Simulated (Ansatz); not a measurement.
# F2HOSi radical: up Jacob's ladder to CCSD(T)

Aim: compute F2HOSi radical with functionals from several rungs and with coupled cluster. The yardstick is the atomisation energy at the CCSD(T) limit.

The runs use Ansatz 0.2.0, Gaussian basis; functionals in def2-TZVPP, the program's frozen cores in correlated methods.

The runs, in order: LDA (SPW92), PBE-D4, revPBE-D4, BLYP-D4, r2SCAN-D4, B97M-V, PBE0-D4, B3LYP-D4, r2SCANh-D4, r2SCAN0-D4, HSE06-D4, BHLYP-D4, CAM-B3LYP-D4, LC-ωPBE, ωB97X-V, ωB97M-V, B2PLYP, PBE-QIDH; CCSD(T)/def2-SVP; CCSD(T)/def2-TZVPP; MP2/def2-QZVPP; extrapolation to the limit; RPA on PBE.

## Step 1: The geometry

The geometry comes from an earlier relaxation with PBE0-D4 in a triple-zeta def2 set; it is a stationary point.

SMILES `O[Si](F)F`, 5 atoms, charge 0, spin multiplicity 2.

Atoms are counted from 1 here; the program's logs count them from 0.

Bond lengths: O1–Si2 1.627 Å, O1–H5 0.959 Å, Si2–F3 1.584 Å, Si2–F4 1.592 Å. Angles: Si2–O1–H5 118.5°, O1–Si2–F3 105.6°, O1–Si2–F4 111.0°, F3–Si2–F4 107.4°.

## Step 2: LDA

This LDA is Slater exchange with PW92 correlation.

in.yaml reads:

```yaml
crystal:
  periodic: [false, false, false]
  atoms:
    - {symbol: O, position_ang: [0.144845, 1.087908, -0.214148]}
    - {symbol: Si, position_ang: [-0.086866, -0.365849, 0.478603]}
    - {symbol: F, position_ang: [1.362145, -0.934017, 0.772530]}
    - {symbol: F, position_ang: [-0.797014, -1.371271, -0.530994]}
    - {symbol: H, position_ang: [-0.623101, 1.583228, -0.505981]}
basis:
  gaussian: {orbitals: def2-TZVPP}
magnetization: {spin_polarized: true, initial_magnetization: 1}
hamiltonian: {xc: lda}
output: {orbitals: {seedname: orbitals}}
```

Further steps of the session: PBE-D4 (GGA); revPBE-D4 (GGA); BLYP-D4 (GGA); r2SCAN-D4 (meta-GGA); B97M-V (meta-GGA); PBE0-D4 (hybrid); B3LYP-D4 (hybrid); r2SCANh-D4 (hybrid); r2SCAN0-D4 (hybrid); HSE06-D4 (hybrid); BHLYP-D4 (hybrid); CAM-B3LYP-D4 (range-separated); LC-ωPBE-D4 (range-separated); ωB97X-V (range-separated); ωB97M-V (range-separated); B2PLYP (double hybrid); PBE-QIDH (double hybrid); CCSD(T) in def2-SVP; CCSD(T) in def2-TZVPP; MP2 in def2-QZVPP; RPA on PBE orbitals.

Q: Predict the results of all the runs planned. Wanted: atomisation energy, CCSD(T)/CBS; farthest beyond LDA; mean size of error, GGA; mean size of error, meta-GGA; mean size of error, hybrid; mean size of error, range-separated; mean size of error, double hybrid; gap, smallest and largest; T1 diagnostic.

The runs gave:

```
                               quantity                                     value
        atomisation energy, CCSD(T)/CBS                                 21.247 eV
    functionals within 0.106 eV (0.5 %)                   r2SCAN-D4, CAM-B3LYP-D4
                    farthest beyond LDA                      BHLYP-D4 (-1.333 eV)
                mean size of error, GGA                                  0.296 eV
           mean size of error, meta-GGA                                  0.125 eV
             mean size of error, hybrid                                  0.600 eV
    mean size of error, range-separated                                  0.154 eV
      mean size of error, double hybrid                                  0.412 eV
              gap, smallest and largest  1.50 eV (LDA (SPW92)), 9.54 eV (LC-ωPBE)
                          T1 diagnostic                                    0.0139
triples share of the correlation energy                                     3.0 %
```

LDA overbinds by 3.356 eV (16 %). PBE-D4 misses by +0.244 eV. Double hybrids carry the basis error of their MP2 part in triple zeta, and no dispersion term here, so their miss is partly the set-up's. By mean error the best rung here is meta-GGA (0.125 eV) and the worst beyond LDA is hybrid (0.600 eV). The gap between the best rungs is small, so their order is not settled. The mean of the hybrids holds BHLYP, with half exact exchange. The reference freezes the cores and leaves out relativity and excitations past (T), so misses under about 0.106 eV can't be ranked. Hartree-Fock recovers 71 % of the binding; the rest is correlation. CCSD(T) in def2-SVP is off by -2.380 eV, more than most functionals: a good method in a small basis is no reference. Orbital gaps span 1.5 to 9.5 eV; exact exchange widens them.
